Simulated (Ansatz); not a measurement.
Task: vertical spin-state energies of C₂H₇GeNSi, SMILES C#C[SiH2][NH][GeH3], with Ansatz 0.2.0, Python API. Give the script and its output. Level of theory (for the species named): PBE, def2-SVP basis, multiplicity 1.

```xyz
12

C     2.4532    1.1567   -0.4714
C     1.7182    0.3773    0.0803
Si    0.6062   -0.7971    0.9100
N    -0.7478   -1.2409   -0.1768
Ge   -1.8317    0.2656   -0.3744
H     3.0983    1.8414   -0.9561
H     0.0825   -0.1968    2.1467
H     1.3648   -2.0087    1.2532
H    -0.3347   -1.4449   -1.1142
H    -2.3845    0.6953    1.0088
H    -3.0151   -0.0746   -1.3155
H    -1.0095    1.4267   -0.9906
```

Script `c2h7gensi.py`:
```python
import logging
import sys

import ansatz as az

logging.basicConfig(stream=sys.stdout, format='[%(levelname)s] %(message)s')
logger = logging.getLogger('ansatz_job')
logger.setLevel(logging.INFO)

GEOMETRY = '''
C     2.45320    1.15670   -0.47140
C     1.71820    0.37730    0.08030
Si    0.60620   -0.79710    0.91000
N    -0.74780   -1.24090   -0.17680
Ge   -1.83170    0.26560   -0.37440
H     3.09830    1.84140   -0.95610
H     0.08250   -0.19680    2.14670
H     1.36480   -2.00870    1.25320
H    -0.33470   -1.44490   -1.11420
H    -2.38450    0.69530    1.00880
H    -3.01510   -0.07460   -1.31550
H    -1.00950    1.42670   -0.99060
'''

mol = az.Crystal.molecule()
for line in GEOMETRY.strip().splitlines():
    symbol, *xyz = line.split()
    mol = mol.atom(symbol, [float(v) for v in xyz])

calc = (
    mol.calculation()
    .basis(gaussian='def2-SVP')
    .functional('PBE')
)
found = {}
for unpaired in [0, 2]:
    data = calc.spin('collinear', total=unpaired).run().report
    s = unpaired / 2
    found[unpaired] = data['free_energy_ev']
    logger.info(f'2S+1 = {unpaired + 1}: E = {found[unpaired]:.5f} eV, <S^2> = {abs(data["mean_field"]["state"]["spin_squared"]):.3f} (pure state {s * (s + 1):.2f})')
lowest = min(found, key=found.get)
for unpaired, e in found.items():
    logger.info(f'multiplicity {unpaired + 1}: {96.485332 * (e - found[lowest]):.1f} kJ/mol above the lowest')
```

```console
$ python c2h7gensi.py
[INFO] 2S+1 = 1: E = -68042.48624 eV, <S^2> = 0.000 (pure state 0.00)
[INFO] 2S+1 = 3: E = -68037.56476 eV, <S^2> = 2.004 (pure state 2.00)
[INFO] multiplicity 1: 0.0 kJ/mol above the lowest
[INFO] multiplicity 3: 474.9 kJ/mol above the lowest
```

In order: multiplicity 1 (+0.00 eV) and multiplicity 3 (+4.92 eV), all at the one geometry.

What to keep in mind:
- Total energies depend on the basis set; only differences at equal settings carry meaning.
- The geometry is a force-field or estimated start, not a minimum of this method, and the basis set is short of its limit. All parts are taken at fixed geometry, without zero-point energy.
- Timing: 45 s on 1 thread of Arm Neoverse V1, on a shared host, peak memory 0.41 GiB.
